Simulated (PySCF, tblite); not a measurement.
# C4H10Cl2GeSi: geometry, infrared bands and NMR shifts

Wanted: the infrared bands and NMR shifts of C4H10Cl2GeSi (`[Cl][GeH2][CH2][SiH2]C1(Cl)CC1`), by calculation.

The runs use tblite 0.8.0 and PySCF 2.14.0, with density-fitted response routines of our own; the level of theory stands in each step. All values are computed, except where a source is named. Atoms count from 0, in the outputs and in this text.

### 1 The molecule as given

18 atoms, charge 0, multiplicity 1; geometry from: force field or distance geometry start.

Bonds of the start (Å): Cl0–Ge1 2.15, Ge1–C2 1.93, C2–Si3 1.90, Si3–C4 1.87, C4–Cl5 1.77, C4–C6 1.52, C6–C7 1.51, C7–C4 1.49, Ge1–H8 1.55, Ge1–H9 1.57, C2–H10 1.12, C2–H11 1.10, Si3–H12 1.47, Si3–H13 1.46, C6–H14 1.10, C6–H15 1.12, C7–H16 1.12, C7–H17 1.13.

### 2 Geometry optimisation with GFN2-xTB

The job: settings as JSON, then the geometry in Å.

```
{"job": {"kind": "relax", "xc": "GFN2-xTB", "basis": "xTB"}, "charge": 0, "multiplicity": 1}
Cl     3.787400     1.055000    -2.028200
Ge     2.931400    -0.383900    -0.671600
C      1.524600     0.499500     0.309300
Si     0.042300     0.691300    -0.858700
C     -1.215900    -0.520300    -0.203500
Cl    -0.504400    -1.983800     0.485100
C     -2.308800     0.165100     0.600100
C     -2.618000    -0.516500    -0.705600
H      2.292200    -1.596900    -1.399000
H      4.038700    -0.903900     0.313700
H      1.266200    -0.153700     1.178500
H      1.780100     1.503500     0.669000
H     -0.412600     2.087000    -0.734400
H      0.417700     0.456900    -2.251900
H     -2.583500    -0.299100     1.561600
H     -2.367500     1.281000     0.580000
H     -2.917000     0.121100    -1.572100
H     -3.161300    -1.496000    -0.548900
```

Launch:

```bash
$ OMP_NUM_THREADS=1 python probes_run.py task.json out
```

One launch serves the whole session: the jobs run in the order shown.

**Question.** This job is followed by: GFN2-xTB harmonic vibrations, gas phase; GIAO PBE0/pcSseg-1 NMR shielding, non-relativistic, gas phase. What will the session give for the following? strongest single infrared mode (GFN2-xTB); zero-point energy (GFN2-xTB); 13C shifts against TMS (PBE0/pcSseg-1, means over atoms taken as alike); 1H shifts against TMS (PBE0/pcSseg-1, means over atoms taken as alike); 35Cl shifts against HCl (PBE0/pcSseg-1); 73Ge shifts against GeMe4 (PBE0/pcSseg-1); 29Si shifts against TMS (PBE0/pcSseg-1).

**Answer**, as computed:

| quantity | value |
| --- | --- |
| strongest single infrared mode (GFN2-xTB) | 691 cm⁻¹, 418 km/mol |
| zero-point energy (GFN2-xTB) | 75.2 kcal/mol |
| 13C shifts against TMS (PBE0/pcSseg-1, means over atoms taken as alike) | 34.0, 15.9, -0.3 ppm |
| 1H shifts against TMS (PBE0/pcSseg-1, means over atoms taken as alike) | 5.72, 4.35, 1.01, 0.77, 0.36 ppm |
| 35Cl shifts against HCl (PBE0/pcSseg-1) | 175, -77 ppm |
| 73Ge shifts against GeMe4 (PBE0/pcSseg-1) | -23 ppm |
| 29Si shifts against TMS (PBE0/pcSseg-1) | -29.4 ppm |

The optimisation took 151 steps and gained 0.540 eV; among the close pairs (by a distance rule), Ge1–C2 changed most, from 1.929 to 1.987 Å. No mode is imaginary among the 48: a minimum at this level. The strongest single mode, at 691 cm⁻¹, is carried by H9, H8, C2. Unscaled tight-binding wavenumbers are off by several per cent, some by more. Its intensities can rank the bands wrongly. At PBE0/pcSseg-1: Shielding is most anisotropic at Cl5 (span 425 ppm, paramagnetic term -375 ppm). Spin-orbit coupling is left out, which matters for shieldings and couplings at and beside the heavy atoms.
